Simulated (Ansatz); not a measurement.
HfB:

```
Hf B
1.0
     0.00000    2.31000    2.31000
     2.31000    0.00000    2.31000
     2.31000    2.31000    0.00000
Hf B
1 1
Direct
  0.50000 0.50000 0.50000
  0.00000 0.00000 0.00000
```

```yaml
Program: Ansatz 0.2.0
Task: relaxation of cell and atoms
Functional: HF
Potentials_or_basis: Ansatz PAW
Cutoff: "420 eV (not typed: the program's choice for these potentials)"
k_mesh: 5 × 5 × 5
Occupations: fermi-dirac, width 0.05 eV
Spin: no spin polarisation
```

At the start: volume 12.33 Å³/atom.

**Question.** Where does the relaxation end?

**Answer.** It ends after 9 steps and the volume is 15.25 Å³/atom (+23.7 %); space group Fm-3m (No. 225, to 0.05 Å).

The path:
```csv
step,energy change (eV),largest force (eV/Å),volume (Å³)
1,0.0000,0.0000,24.65
2,-0.6876,0.0000,28.44
3,-0.7448,0.0000,29.85
4,-0.7461,0.0000,30.25
5,-0.7462,0.0000,30.22
6,-0.7893,0.0000,30.22
7,-0.7899,0.0000,30.48
8,-0.7899,0.0000,30.51
9,-0.7911,0.0000,30.51
```

Final structure:
```
Hf B
1.0
     0.00000    2.47999    2.47999
     2.47999    0.00000    2.47999
     2.47999    2.47999    0.00000
Hf B
1 1
Direct
  0.50000 0.50000 0.50000
  0.00000 0.00000 0.00000
```

Caveat: the k mesh is coarse (spacing up to 0.47 Å⁻¹), so the values aren't converged, least of all with exact exchange; the volume moved by over 15 % at a fixed basis, so the end points are rough; the plane-wave basis is chosen anew once the cell has moved, so the energies of steps on either side of that aren't comparable; the pressure holds a Pulay correction of +0.5 GPa for the finite cutoff; the volume moved by +24 % from the deposited cell, more than functionals usually miss; the PAW data sets come from PBE, with cores solved anew for the run's functional, which leaves a small shift of forces and pressure.
